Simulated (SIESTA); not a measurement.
The system is LaMgO3.

```
La Mg O
1.0
     3.94579    0.00000    0.00000
     0.00000    3.94579    0.00000
     0.00000    0.00000    3.94579
La Mg O
1 1 3
Direct
  0.00000 0.00000 0.00000
  0.50000 0.50000 0.50000
  0.00000 0.50000 0.50000
  0.50000 0.00000 0.50000
  0.50000 0.50000 0.00000
```

The cell comes from a database or a generator and needn't be the stable form of this composition.

- Program: SIESTA 5.4.2
- Task: single point
- Functional: PBEsol
- Potentials or basis: PseudoDojo 0.4 standard (PBEsol files)
- Basis: DZP (energy shift 0.003 Ry; two zetas on semicore shells)
- Grid cutoff: 800 Ry
- Energy shift: 0.003 Ry
- k mesh: 7 × 7 × 7
- Occupations: fermi-dirac, width 0.05 eV
- Spin: no spin polarisation

On this cell: pressure -2.1 GPa; largest force zero by symmetry; band gap on the k mesh none (metal or under the smearing width).

The same run follows on a disturbed copy (atoms moved at random, drawn with an rms of 0.05 Å):

```
CELL_PARAMETERS angstrom
3.94579 0.00000 0.00000
0.00000 3.94579 0.00000
0.00000 0.00000 3.94579
ATOMIC_POSITIONS crystal
La 0.99669 0.00284 0.00623
Mg 0.48355 0.50288 0.51638
O 0.99223 0.50171 0.49299
O 0.50361 0.99613 0.49820
O 0.49479 0.49711 0.00175
```

Q: What changes?

A: The energy (extrapolated to zero smearing) moves by +10.8 meV/atom; pressure -1.8 GPa; largest force 1.303 eV/Å; band gap on the k mesh none (metal or under the smearing width).

Forces on the atoms (eV/Å):
```
La  -0.203 -0.005  0.181
Mg   0.704 -0.379 -1.029
O   -0.278 -0.062  0.106
O   -0.146  0.469  0.067
O   -0.076 -0.027  0.672
```

Stress tensor (GPa, compression positive):
```
-1.98  0.13  0.15
 0.13 -2.02 -0.13
 0.15 -0.13 -1.37
```

Caveats: the basis of atomic orbitals isn't converged, which shifts pressures, moduli and gaps; an odd number of electrons without spin polarisation forces a metal; a magnetic or distorted state may lie lower.
